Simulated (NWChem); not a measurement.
# One shape, several levels: C2H4NOSi (SMILES C[SiH]N=C=O)

Aim: a comparison of 3 runs (UHF/def2-SVP, UPBE0/def2-SVP, UMP2/3-21G) of C2H4NOSi. 

Program for the calculation: NWChem 7.3.0.

## (1) The system as given

The species is C2H4NOSi (9 atoms), meant as a doublet with charge 0. As SMILES, `C[SiH]N=C=O`. Geometry: relaxed at PBE0-D4/def2-TZVP. This is one conformer, not always the lowest.

Bond lengths: C1–Si2 1.865 Å, Si2–N3 1.715 Å, N3–C4 1.195 Å, C4–O5 1.166 Å, C1–H6 1.094 Å, C1–H7 1.091 Å, C1–H8 1.092 Å, Si2–H9 1.490 Å. Some angles: C1–Si2–N3 109.4°, Si2–N3–C4 161.1°, N3–C4–O5 178.3°, C1–Si2–H9 111.9°, N3–Si2–H9 107.3°, Si2–C1–H6 110.2°, Si2–C1–H7 111.1°, Si2–C1–H8 110.1°, H6–C1–H7 108.5°, H6–C1–H8 108.5°.

## (2) Energy and forces at UHF/def2-SVP (run 1)

input.nw

```
start input
memory stack 880 mb heap 220 mb global 1100 mb
charge 0

geometry units angstrom noautosym nocenter noautoz
  C     -0.230800     0.936500     1.233300
  Si    -0.019100     0.717300    -0.606900
  N      0.147000    -0.951200    -0.966600
  C     -0.027700    -2.022300    -1.465700
  O     -0.174100    -3.081100    -1.930900
  H      0.625000     0.510600     1.765400
  H     -1.138100     0.442600     1.585600
  H     -0.298200     1.998600     1.479400
  H      1.204500     1.402700    -1.110500
end

basis spherical bse
  * library def2-SVP
end

scf
  nopen 1
  uhf
  thresh 1e-08
  maxiter 80
end

task scf gradient
```

On the command line:

```console
nwchem input.nw > input.out
```

The log of the run:

```text
[...]
  functions       =    94
[...]
  wavefunction    = UHF
[...]
         Total SCF energy =   -496.078554215944
      One electron energy =  -1061.023806219753
      Two electron energy =    374.167807642098
 Nuclear repulsion energy =    190.777444361711
                       Sz =      0.5000
                 Sz(Sz+1) =      0.7500
                      S^2 =      0.7540
[...]
                         UHF ENERGY GRADIENTS
    atom               coordinates                        gradient
                 x          y          z           x          y          z
   1 C      -0.436149   1.769728   2.330599    0.000149  -0.001469  -0.004242
   2 Si     -0.036094   1.355500  -1.146875   -0.004216  -0.010514   0.003439
   3 N       0.277790  -1.797507  -1.826609    0.006365   0.038373   0.017090
   4 C      -0.052345  -3.821593  -2.769771   -0.000723   0.012269   0.003026
   5 O      -0.329001  -5.822435  -3.648872   -0.005110  -0.038989  -0.016791
   6 H       1.181079   0.964894   3.336122    0.000799  -0.000346  -0.000114
   7 H      -2.150697   0.836393   2.996350   -0.000264  -0.000051  -0.000323
   8 H      -0.563516   3.776806   2.795661    0.000038   0.000371  -0.000815
   9 H       2.276175   2.650719  -2.098541    0.002962   0.000356  -0.001271
[...]
```

Run time: 22 s. Hardware: 1 thread of Intel Xeon Platinum 8488C (Sapphire Rapids), shared host; peak memory 0.1 GiB.

## (3) Energy and gradient at UPBE0/def2-SVP (run 2)

work.xyz

```xyz
9
C2H4NOSi
C     -0.230800     0.936500     1.233300
Si    -0.019100     0.717300    -0.606900
N      0.147000    -0.951200    -0.966600
C     -0.027700    -2.022300    -1.465700
O     -0.174100    -3.081100    -1.930900
H      0.625000     0.510600     1.765400
H     -1.138100     0.442600     1.585600
H     -0.298200     1.998600     1.479400
H      1.204500     1.402700    -1.110500
```

work.nw

```
start work
title "C2H4NOSi"
memory 2200 mb
charge 0

geometry units angstrom noautosym nocenter noautoz
load format xyz work.xyz
end

basis spherical bse
* library def2-SVP
end

dft
xc pbe0
mult 2
grid fine
convergence energy 1e-08
maxiter 100
mulliken
noprint "final vectors analysis"
end

task dft gradient
```

On the command line:

```console
nwchem work.nw > work.out
```

The log of the run:

```text
[...]
          Wavefunction type:  spin polarized.
          No. of atoms     :     9
          No. of electrons :    45
[...]
          Charge           :     0
          Spin multiplicity:     2
[...]
          AO basis - number of functions:    94
[...]
              XC Information
              --------------
                         PBE0 Method XC Functional
                     Hartree-Fock (Exact) Exchange  0.250
          PerdewBurkeErnzerhof Exchange Functional  0.750
            Perdew 1991 LDA Correlation Functional  1.000 local
           PerdewBurkeErnz. Correlation Functional  1.000 non-local
[...]
 d= 0,ls=0.0,diis     1   -497.3867004242 -6.88D+02  6.60D-03  2.11D-01     2.4
[...]
 d= 0,ls=0.0,diis    12   -497.4869375292 -1.85D-09  1.98D-07  1.28D-10    25.2
[...]
         Total DFT energy =     -497.486937529182
      One electron energy =    -1061.772632086033
           Coulomb energy =      421.887347984722
    Exchange-Corr. energy =      -48.379097789583
 Nuclear repulsion energy =      190.777444361711
[...]
      <S2> =      0.7520 (Exact =     0.7500)
[...]
  wavefunction    = open shell
                         DFT ENERGY GRADIENTS
    atom               coordinates                        gradient
                 x          y          z           x          y          z
   1 C      -0.436149   1.769728   2.330599   -0.000115  -0.000500   0.002650
   2 Si     -0.036094   1.355500  -1.146875    0.000778  -0.006207  -0.000267
   3 N       0.277790  -1.797507  -1.826609   -0.000528  -0.003559  -0.001771
   4 C      -0.052345  -3.821593  -2.769771    0.000155   0.006990   0.002263
   5 O      -0.329001  -5.822435  -3.648872    0.000752   0.005612   0.002500
   6 H       1.181079   0.964894   3.336122   -0.004373   0.002277  -0.002755
   7 H      -2.150697   0.836393   2.996350    0.004810   0.002658  -0.002039
   8 H      -0.563516   3.776806   2.795661    0.000425  -0.005471  -0.001551
   9 H       2.276175   2.650719  -2.098541   -0.001902  -0.001800   0.000971
[...]
```

Wall time 31 s (1 thread of Intel Xeon Platinum 8488C (Sapphire Rapids), shared host); peak memory 0.13 GiB.

## (4) Energy and gradient at UMP2/3-21G (run 3)

work.nw

```
start work
title "C2H4NOSi"
memory 2200 mb
geometry units angstrom noautosym nocenter noautoz
   C     -0.230800     0.936500     1.233300
   Si    -0.019100     0.717300    -0.606900
   N      0.147000    -0.951200    -0.966600
   C     -0.027700    -2.022300    -1.465700
   O     -0.174100    -3.081100    -1.930900
   H      0.625000     0.510600     1.765400
   H     -1.138100     0.442600     1.585600
   H     -0.298200     1.998600     1.479400
   H      1.204500     1.402700    -1.110500
end
basis spherical bse
   * library 3-21G
end
scf
   nopen 1
   uhf
   thresh 1e-08
   maxiter 80
   print low
end
mp2
   freeze core 9
   tight
end
task mp2 gradient
```

On the command line:

```console
nwchem work.nw > work.out
```

The log of the run:

```text
[...]
  functions       =    57
[...]
  wavefunction    = UHF
[...]
         Total SCF energy =   -493.641979573353
      One electron energy =  -1057.868736608464
      Two electron energy =    373.449312673400
 Nuclear repulsion energy =    190.777444361711
                       Sz =      0.5000
                 Sz(Sz+1) =      0.7500
                      S^2 =      0.7541
[...]
          Total MP2 energy          -494.092878507693
[...]
                         mp2 ENERGY GRADIENTS
    atom               coordinates                        gradient
                 x          y          z           x          y          z
   1 C      -0.436149   1.769728   2.330599    0.002233  -0.004003  -0.016697
   2 Si     -0.036094   1.355500  -1.146875   -0.000790  -0.020548   0.011482
   3 N       0.277790  -1.797507  -1.826609   -0.003355  -0.005134  -0.004827
   4 C      -0.052345  -3.821593  -2.769771   -0.005710  -0.037882  -0.017269
   5 O      -0.329001  -5.822435  -3.648872    0.009443   0.072569   0.031474
   6 H       1.181079   0.964894   3.336122   -0.000914   0.000532  -0.002020
   7 H      -2.150697   0.836393   2.996350    0.001451   0.000654  -0.001543
   8 H      -0.563516   3.776806   2.795661    0.000268  -0.002055  -0.001943
   9 H       2.276175   2.650719  -2.098541   -0.002626  -0.004135   0.001342
[...]
```

Wall time 9.3 s (1 thread of Intel Xeon Platinum 8488C (Sapphire Rapids), shared host); peak memory 0.14 GiB.

## (5) The series

```tsv
run	level	iteration cap	module	energy (Eh)	dipole moment (D)	⟨S²⟩	largest force (eV/Å)	wall time
1	UHF/def2-SVP	80	scf	-496.078554	2.72	0.754	2.199	22 s
2	UPBE0/def2-SVP	100	dft	-497.486938	2.47	0.752	0.378	31 s
3	UMP2/3-21G	80	mp2	-494.092879	2.43	0.754	4.096	9.3 s
```

## (6) What came out

```
                                                      quantity          value
                                           run 3: total energy  -494.09288 Eh
run 3: dipole moment (of the density that the program reports)         2.43 D
            run 3: correlation energy (9 core orbitals frozen)     -450.9 mEh
                      run 3: ⟨S²⟩ of the reference determinant          0.754
                               run 3: largest force on an atom     4.096 eV/Å
```

In words: The dipole moment (its size) runs from 2.43 D (UMP2/3-21G) to 2.72 D (UHF/def2-SVP). The two ends differ in method and basis. All runs together took 62 s, the longest 31 s.
